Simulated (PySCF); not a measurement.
# C9H19OP: the cost of one run

Computed with PySCF 2.14.0 and routines of our own; the level stands in each step. Atoms count from 0.

## (1) The starting structure

30 atoms, charge 0, multiplicity 1; geometry from: GFN2-xTB.

## (2) Vibronic structure: TDDFT PBE/def2-SVP

What the job is given:

```
{"job": {"kind": "vib", "xc": "PBE", "basis": "def2-SVP", "tda": false}, "charge": 0, "multiplicity": 1}
C     -0.433814     1.411627     1.850057
C     -0.549496     1.473854     0.532050
C     -0.964342     2.696835    -0.214633
P     -0.233071     0.042319    -0.570706
O     -0.753785     0.245636    -1.928305
C      1.609441    -0.210771    -0.585676
C      2.227869    -0.557991     0.757645
C      2.221629     1.051515    -1.180275
C     -1.006379    -1.429441     0.264115
C     -2.505775    -1.166926     0.271162
C     -0.662819    -2.668137    -0.550471
H     -0.626661     2.272093     2.473023
H     -0.152729     0.508473     2.363561
H     -1.164502     3.529872     0.456138
H     -0.189911     2.980251    -0.927053
H     -1.858175     2.472109    -0.796153
H      1.755442    -1.036538    -1.294156
H      3.298929    -0.717424     0.639468
H      2.082486     0.255917     1.464483
H      1.793650    -1.464810     1.172124
H      2.130656     1.882823    -0.482095
H      1.705403     1.310523    -2.103276
H      3.277407     0.902946    -1.401743
H     -0.641528    -1.533873     1.287786
H     -2.845085    -0.990916    -0.748377
H     -2.738652    -0.285852     0.868195
H     -3.049426    -2.018595     0.677570
H      0.393034    -2.918450    -0.463536
H     -1.247090    -3.523983    -0.214915
H     -0.890724    -2.484526    -1.599499
```

With the program's defaults for keys left out, this is: TDDFT PBE/def2-SVP vertical-gradient vibronic structure (displaced harmonic oscillators, Condon), gas phase.

Run with:

```console
$ OMP_NUM_THREADS=1 python excited_run.py task.json out
```

The driver reads the jobs from task.json and runs them one after another.

**Question.** How long does this first job take on 1 thread of Arm Neoverse V1, shared host, and how much memory does it need?

About 2.4 min, with a peak of 1.7 GiB.
